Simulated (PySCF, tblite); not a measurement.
# C5H12O2Si2: geometry, infrared bands and NMR shifts

Wanted: the infrared bands and NMR shifts of C5H12O2Si2 (`C=CO[Si@](O)([SiH3])C(=C)C`), by calculation.

The runs use tblite 0.8.0 and PySCF 2.14.0, with density-fitted response routines of our own; the level of theory stands in each step. All values are computed, except where a source is named. Atoms are numbered from 0 throughout.

## (1) The molecule as given

21 atoms, charge 0, multiplicity 1; geometry from: force field or distance geometry start.

Bonds of the start (Å): C0–C1 1.34, C1–O2 1.38, O2–Si3 1.75, Si3–O4 1.69, Si3–Si5 2.22, Si3–C6 1.85, C6–C7 1.34, C6–C8 1.48, C0–H9 1.10, C0–H10 1.08, C1–H11 1.07, O4–H12 0.98, Si5–H13 1.47, Si5–H14 1.47, Si5–H15 1.47, C7–H16 1.09, C7–H17 1.10, C8–H18 1.12, C8–H19 1.10, C8–H20 1.12.

## (2) Relaxing the molecule with GFN2-xTB

Job settings and geometry (Å):

```
{"job": {"kind": "relax", "xc": "GFN2-xTB", "basis": "xTB"}, "charge": 0, "multiplicity": 1}
C      3.349700    -0.153000     0.602700
C      2.520000    -0.326900    -0.432800
O      1.268100    -0.890000    -0.295200
Si    -0.161000     0.051900    -0.676300
O     -0.504200     0.101700    -2.329300
Si     0.180000     2.076600     0.180300
C     -1.539800    -0.703000     0.292500
C     -1.445100    -0.991600     1.594900
C     -2.803800    -1.002000    -0.407400
H      3.051000    -0.433900     1.622000
H      4.327600     0.285600     0.480600
H      2.883100    -0.025800    -1.398100
H      0.277700    -0.077900    -2.895300
H      1.582800     2.478400    -0.032800
H     -0.075000     1.989200     1.630300
H     -0.706800     3.075100    -0.423600
H     -0.523600    -0.789000     2.147900
H     -2.307400    -1.447500     2.110600
H     -2.844200    -0.466200    -1.394400
H     -2.873900    -2.084500    -0.591000
H     -3.664100    -0.650500     0.213900
```

Launch:

```sh
$ OMP_NUM_THREADS=1 python probes_run.py task.json out
```

One launch serves the whole session: the jobs run in the order shown.

**Question.** This job is followed by: GFN2-xTB harmonic vibrations, gas phase; GIAO PBE0/pcSseg-1 NMR shielding, non-relativistic, gas phase. What will the session give for the following? strongest single infrared mode (GFN2-xTB); zero-point energy (GFN2-xTB); 13C shifts against TMS (PBE0/pcSseg-1); 1H shifts against TMS (PBE0/pcSseg-1, means over atoms taken as alike); 17O shifts against H2O (PBE0/pcSseg-1); 29Si shifts against TMS (PBE0/pcSseg-1).

As calculated:

```
                                                              quantity                                               value
                             strongest single infrared mode (GFN2-xTB)                                790 cm⁻¹, 444 km/mol
                                          zero-point energy (GFN2-xTB)                                       95.8 kcal/mol
                                13C shifts against TMS (PBE0/pcSseg-1)                151.8, 151.0, 134.5, 100.3, 25.1 ppm
1H shifts against TMS (PBE0/pcSseg-1, means over atoms taken as alike)  6.92, 6.10, 6.02, 4.91, 4.54, 3.33, 2.02, 1.91 ppm
                                17O shifts against H2O (PBE0/pcSseg-1)                                     152.8, 66.2 ppm
                               29Si shifts against TMS (PBE0/pcSseg-1)                                   -15.8, -129.0 ppm
```

**Reading.** The optimisation took 266 steps and gained 0.744 eV; among the close pairs (by a distance rule), O2–Si3 changed most, from 1.753 to 1.645 Å. The lowest mode is imaginary (26i cm⁻¹), so the xTB geometry is not a minimum. The strongest single mode, at 790 cm⁻¹, moves mainly H12. GFN2-xTB is a fitted tight-binding method: band positions and strengths are rough. Its intensities can rank the bands wrongly. The most deshielded hydrogen is H11 (hydrogen on an alkene carbon bearing oxygen), at 6.92 ppm: attached to an sp2 carbon and in the plane of the double bond. At PBE0/pcSseg-1: The widest tensor belongs to C6: span 243 ppm, with a paramagnetic part of -232 ppm.
